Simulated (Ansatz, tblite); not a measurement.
# C10H12N2: one state, many levels

One table from this session's results is given with a row withheld; the runs are named, their logs left out.

Program: Ansatz 0.2.0, Gaussian basis. Level of theory: as each input shows. These are calculated values, not measurements.

Levels to be run: GFN1-xTB, GFN2-xTB, PBE-D4/def2-TZVP, r2SCAN-D4/def2-TZVP, B2PLYP/def2-TZVP, B3LYP-D4/def2-TZVP, PBE-D4/def2-SVP, PBE0-D4/def2-SVP, MP2/def2-SVP.

## The geometry

The geometry is that of the singlet, from an earlier relaxation (r2SCAN-D4/def2-SVP).

SMILES `Cn1cccc1-c1cccn1C`, 24 atoms, charge 0, spin multiplicity 1.

Bond lengths: C1–N2 1.447 Å, C1–H13 1.099 Å, C1–H14 1.103 Å, C1–H15 1.098 Å, N2–C3 1.373 Å, N2–C6 1.387 Å, C3–C4 1.384 Å, C3–H16 1.089 Å, C4–C5 1.417 Å, C4–H17 1.089 Å, C5–C6 1.397 Å, C5–H18 1.089 Å, C6–C7 1.453 Å, C7–C8 1.397 Å, C7–N11 1.387 Å, C8–C9 1.417 Å, C8–H19 1.089 Å, C9–C10 1.384 Å and more. Angles: N2–C1–H13 109.1°, N2–C1–H14 111.9°, N2–C1–H15 109.7°, H13–C1–H14 108.6°, H13–C1–H15 109.1°, H14–C1–H15 108.3°, C1–N2–C3 124.2°, C1–N2–C6 126.4°, C3–N2–C6 109.3°, N2–C3–C4 108.6°, N2–C3–H16 120.4°, C4–C3–H16 130.9°, C3–C4–C5 107.0°, C3–C4–H17 125.9°, C5–C4–H17 127.1°, C4–C5–C6 107.9°, C4–C5–H18 126.9°, C6–C5–H18 125.1° and more.

As a file:

```
atom    x (Å)    y (Å)    z (Å)
  C1  -2.0203   0.8729  -1.3833
  N2  -1.7774  -0.1756  -0.4168
  C3  -2.6800  -1.1617  -0.1038
  C4  -2.1100  -2.0004   0.8386
  C5  -0.8136  -1.4975   1.1123
  C6  -0.6203  -0.3588   0.3265
  C7   0.5125   0.5470   0.2409
  C8   0.5584   1.9431   0.2313
  C9   1.9192   2.3335   0.1657
 C10   2.6734   1.1730   0.1380
 N11   1.8229   0.0959   0.1764
 C12   2.2559  -1.2840   0.1438
 H13  -2.6930   0.4933  -2.1654
 H14  -2.4839   1.7602  -0.9201
 H15  -1.0710   1.1802  -1.8426
 H16  -3.6571  -1.1875  -0.5845
 H17  -2.5822  -2.8750   1.2836
 H18  -0.0982  -1.8902   1.8333
 H19  -0.3077   2.5992   0.3041
 H20   2.3103   3.3497   0.1476
 H21   3.7511   1.0230   0.0888
 H22   3.1838  -1.3571  -0.4408
 H23   1.4821  -1.9034  -0.3296
 H24   2.4450  -1.6800   1.1559
```

PBE0-D4/def2-TZVP was run before; its log isn't repeated, and its numbers join the tables.

Set-up of the first run:

Tight binding, by tblite at 300 K electronic temperature and without a spin-polarisation term:

```python
tblite.interface.Calculator('GFN1-xTB', numbers, positions, charge=0, uhf=0).singlepoint()
```

Tight binding, by tblite at 300 K electronic temperature and without a spin-polarisation term:

```python
tblite.interface.Calculator('GFN2-xTB', numbers, positions, charge=0, uhf=0).singlepoint()
```

start.molden holds the orbitals of an earlier run on this state, given as this run's starting guess.

Contents of in.yaml:

```yaml
crystal:
  periodic: [false, false, false]
  atoms:
    - {symbol: C, position_ang: [-2.020321, 0.872927, -1.383331]}
    - {symbol: N, position_ang: [-1.777361, -0.175626, -0.416799]}
    - {symbol: C, position_ang: [-2.679955, -1.161693, -0.103776]}
    - {symbol: C, position_ang: [-2.110022, -2.000401, 0.838620]}
    - {symbol: C, position_ang: [-0.813627, -1.497461, 1.112344]}
    - {symbol: C, position_ang: [-0.620335, -0.358812, 0.326498]}
    - {symbol: C, position_ang: [0.512482, 0.547003, 0.240928]}
    - {symbol: C, position_ang: [0.558406, 1.943140, 0.231253]}
    - {symbol: C, position_ang: [1.919221, 2.333529, 0.165741]}
    - {symbol: C, position_ang: [2.673355, 1.172987, 0.137957]}
    - {symbol: N, position_ang: [1.822899, 0.095864, 0.176401]}
    - {symbol: C, position_ang: [2.255874, -1.284019, 0.143810]}
    - {symbol: H, position_ang: [-2.692958, 0.493335, -2.165360]}
    - {symbol: H, position_ang: [-2.483905, 1.760221, -0.920132]}
    - {symbol: H, position_ang: [-1.071013, 1.180206, -1.842632]}
    - {symbol: H, position_ang: [-3.657092, -1.187476, -0.584466]}
    - {symbol: H, position_ang: [-2.582191, -2.874969, 1.283607]}
    - {symbol: H, position_ang: [-0.098155, -1.890160, 1.833331]}
    - {symbol: H, position_ang: [-0.307719, 2.599224, 0.304139]}
    - {symbol: H, position_ang: [2.310332, 3.349662, 0.147577]}
    - {symbol: H, position_ang: [3.751130, 1.022959, 0.088772]}
    - {symbol: H, position_ang: [3.183823, -1.357061, -0.440791]}
    - {symbol: H, position_ang: [1.482077, -1.903409, -0.329571]}
    - {symbol: H, position_ang: [2.445046, -1.679970, 1.155879]}
basis:
  gaussian: {orbitals: def2-TZVP, initial_orbitals: start.molden}
hamiltonian: {xc: pbe, dispersion: d4}
scf: {omitted_lower_state_checks: [starts]}
output: {forces: true, orbitals: {seedname: orbitals}}
```

Started as:

```console
$ ansatz run in.yaml --threads 6 --pin off --events-out ev --progress --plain --max-ram 7833MiB
```

Among the steps run: PBE-D4/def2-TZVP; r2SCAN-D4/def2-TZVP; B2PLYP/def2-TZVP; B3LYP-D4/def2-TZVP; PBE-D4/def2-SVP; PBE0-D4/def2-SVP; MP2/def2-SVP.

One table of the session follows, with a row left open; its other results are not shown here.

It belongs to the step «Binding energy». 

| level | binding an atom (eV) |
| --- | --- |
| HF/def2-SVP | 3.460 |
| PBE-D4/def2-SVP | 4.977 |
| PBE-D4/def2-TZVP | 4.904 |
| r2SCAN-D4/def2-TZVP | 4.740 |
| B3LYP-D4/def2-TZVP | ? |
| PBE0-D4/def2-SVP | 4.871 |
| PBE0-D4/def2-TZVP | 4.796 |
| MP2/def2-SVP | 4.633 |

Q: Estimate the row for B3LYP-D4/def2-TZVP from the others.

As computed: binding an atom (eV): 4.727. In the column «binding an atom (eV)» it lies between MP2/def2-SVP (4.633) and r2SCAN-D4/def2-TZVP (4.740).

Limits of these values: Free atoms were run apart at each level; binding is atoms less cluster, divided by the number of atoms, without zero-point or spin-orbit terms.
